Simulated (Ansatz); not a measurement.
# CH5InS: a nudged elastic band, and a look at its input

A nudged elastic band is wanted. The input is run as typed. The step meant is a 1,2-elimination at charge 0 and multiplicity 1, which changes H2–H4, In1–H2, S3–H4.

Program: Ansatz 0.2.0, Gaussian basis. Level of theory: PBE0-D4/def2-SVP. These are calculated values, not measurements.

1 further run of the same task is left out (it didn't finish).

### Step 1. The structure

```tsv
atom	x (Å)	y (Å)	z (Å)
In1	-0.1758	0.3073	-0.6527
H2	-0.5057	1.5803	-1.7575
S3	-0.3265	-1.9065	-1.5668
H4	-0.6581	-1.4938	-2.8005
C5	0.3493	0.3659	1.4217
H6	-0.4659	0.8063	1.9985
H7	1.2387	0.9810	1.5669
H8	0.5440	-0.6406	1.7903
```

### Step 2. The run

Input file run/in.yaml:

```yaml
crystal:
  periodic: [false, false, false]
  atoms:
    - {symbol: In, position_ang: [-0.175794, 0.307317, -0.652663]}
    - {symbol: H, position_ang: [-0.505683, 1.580288, -1.757490]}
    - {symbol: S, position_ang: [-0.326492, -1.906493, -1.566812]}
    - {symbol: H, position_ang: [-0.658116, -1.493773, -2.800526]}
    - {symbol: C, position_ang: [0.349251, 0.365852, 1.421658]}
    - {symbol: H, position_ang: [-0.465917, 0.806344, 1.998467]}
    - {symbol: H, position_ang: [1.238658, 0.981045, 1.566946]}
    - {symbol: H, position_ang: [0.543993, -0.640581, 1.790319]}
basis:
  gaussian: {orbitals: def2-SVP}
hamiltonian: {xc: pbe0, dispersion: d4}
neb:
  images: 1
  climbing: true
  max_iterations: 30
  initial_path: idpp
  final_atoms:
    - {symbol: In, position_ang: [0.019398, -1.263824, -0.058518]}
    - {symbol: H, position_ang: [-0.559783, 1.413348, -2.074140]}
    - {symbol: S, position_ang: [-0.300499, -2.868635, -1.507036]}
    - {symbol: H, position_ang: [-0.620537, 0.743111, -2.401232]}
    - {symbol: C, position_ang: [0.326038, 0.292094, 1.331841]}
    - {symbol: H, position_ang: [-0.610348, 0.828302, 1.485853]}
    - {symbol: H, position_ang: [1.078056, 0.978865, 0.943449]}
    - {symbol: H, position_ang: [0.667577, -0.123260, 2.279682]}
```

Launch:

```console
$ ansatz run in.yaml --threads 4 --pin off --events-out ev --progress --plain --max-ram 9574MiB
```

Q: Predict the outcome of this session. Wanted: this run.

The runs gave:

| quantity | value |
| --- | --- |
| this run | converged |
| fault | one image |

**Reading.** One image cannot map a path; it gives at best a single point between the ends.
